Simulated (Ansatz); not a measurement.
**GaH5SSi: up Jacob's ladder to CCSD(T)**

One table from this session's results is given with a row withheld; the runs are named, their logs left out.

Program: Ansatz 0.2.0, Gaussian basis. Level of theory: functionals in def2-TZVPP, the program's frozen cores in correlated methods. These are calculated values, not measurements.

The runs, in order: LDA (SPW92), PBE-D4, revPBE-D4, BLYP-D4, r2SCAN-D4, B97M-V, PBE0-D4, B3LYP-D4, r2SCANh-D4, r2SCAN0-D4, HSE06-D4, BHLYP-D4, CAM-B3LYP-D4, LC-ωPBE, ωB97X-V, ωB97M-V, B2PLYP, PBE-QIDH; CCSD(T)/def2-SVP; CCSD(T)/def2-TZVPP; MP2/def2-QZVPP; extrapolation to the limit; RPA on PBE.

## Structure used throughout

The geometry comes from an earlier relaxation with PBE0-D4 in a triple-zeta def2 set; it is a stationary point, not always the lowest conformer.

SMILES `S[SiH2][GaH2]`, 8 atoms, charge 0, spin multiplicity 1.

Atoms are counted from 1 here; the program's logs count them from 0.

Bond lengths: S1–Si2 2.165 Å, S1–H4 1.344 Å, Si2–Ga3 2.400 Å, Si2–H5 1.490 Å, Si2–H6 1.486 Å, Ga3–H7 1.574 Å, Ga3–H8 1.570 Å. Angles: Si2–S1–H4 95.0°, S1–Si2–Ga3 100.7°, S1–Si2–H5 111.0°, S1–Si2–H6 103.1°, Ga3–Si2–H5 117.4°, Ga3–Si2–H6 115.4°, H5–Si2–H6 108.1°, Si2–Ga3–H7 117.7°, Si2–Ga3–H8 122.5°, H7–Ga3–H8 119.3°.

Coordinates:

```xyz
8

S    -2.1038    0.3843    0.0213
Si   -0.0367    1.0243   -0.0311
Ga    1.0856   -1.0667    0.3238
H    -1.9831   -0.4875   -0.9946
H     0.2631    1.7569   -1.2933
H     0.0453    1.9908    1.0952
H     1.0256   -2.1345   -0.8312
H     1.7040   -1.4676    1.7098
```

The first run:

Contents of in.yaml:

```yaml
crystal:
  periodic: [false, false, false]
  atoms:
    - {symbol: S, position_ang: [-2.103802, 0.384269, 0.021266]}
    - {symbol: Si, position_ang: [-0.036746, 1.024329, -0.031060]}
    - {symbol: Ga, position_ang: [1.085553, -1.066680, 0.323784]}
    - {symbol: H, position_ang: [-1.983102, -0.487529, -0.994588]}
    - {symbol: H, position_ang: [0.263100, 1.756888, -1.293263]}
    - {symbol: H, position_ang: [0.045333, 1.990777, 1.095233]}
    - {symbol: H, position_ang: [1.025634, -2.134460, -0.831178]}
    - {symbol: H, position_ang: [1.704031, -1.467594, 1.709806]}
basis:
  gaussian: {orbitals: def2-TZVPP}
hamiltonian: {xc: lda}
output: {orbitals: {seedname: orbitals}}
```

Run with:

```bash
ansatz run in.yaml --threads 2 --pin off --events-out ev --progress --plain --max-ram 4352MiB
```

Steps of the session up to this table: LDA; PBE-D4 (GGA); revPBE-D4 (GGA); BLYP-D4 (GGA); r2SCAN-D4 (meta-GGA); B97M-V (meta-GGA); PBE0-D4 (hybrid); B3LYP-D4 (hybrid); r2SCANh-D4 (hybrid); r2SCAN0-D4 (hybrid); HSE06-D4 (hybrid); BHLYP-D4 (hybrid); CAM-B3LYP-D4 (range-separated); LC-ωPBE (range-separated); ωB97X-V (range-separated); ωB97M-V (range-separated); B2PLYP (double hybrid); PBE-QIDH (double hybrid).

One table of the session follows, with a row left open; its other results are not shown here.

It belongs to the step «Orbital energies across the functionals». 

```
  functional  HOMO (eV)  LUMO (eV)  gap (eV)
 LDA (SPW92)      -6.05      -3.19      2.86
      PBE-D4      -5.95      -2.92      3.02
   revPBE-D4      -5.90      -2.80      3.10
     BLYP-D4      -5.80      -2.84      2.97
   r2SCAN-D4      -6.19      -2.72      3.47
      B97M-V      -6.30      -2.91      3.39
     PBE0-D4      -7.01      -2.16      4.86
    B3LYP-D4      -6.81      -2.39      4.42
  r2SCANh-D4      -6.58      -2.45      4.13
  r2SCAN0-D4      -7.17      -2.04      5.13
    HSE06-D4          ?          ?         ?
    BHLYP-D4      -7.97      -1.38      6.59
CAM-B3LYP-D4      -8.24      -1.24      7.01
     LC-ωPBE      -9.54      -0.09      9.45
     ωB97X-V      -9.22      -0.23      8.98
     ωB97M-V      -9.03      -0.44      8.59
```

Q: Estimate the row for HSE06-D4 from the others.

As computed: HOMO (eV): -6.62; LUMO (eV): -2.52; gap (eV): 4.10. In the column «HOMO (eV)» it lies between B3LYP-D4 (-6.81) and r2SCANh-D4 (-6.58).
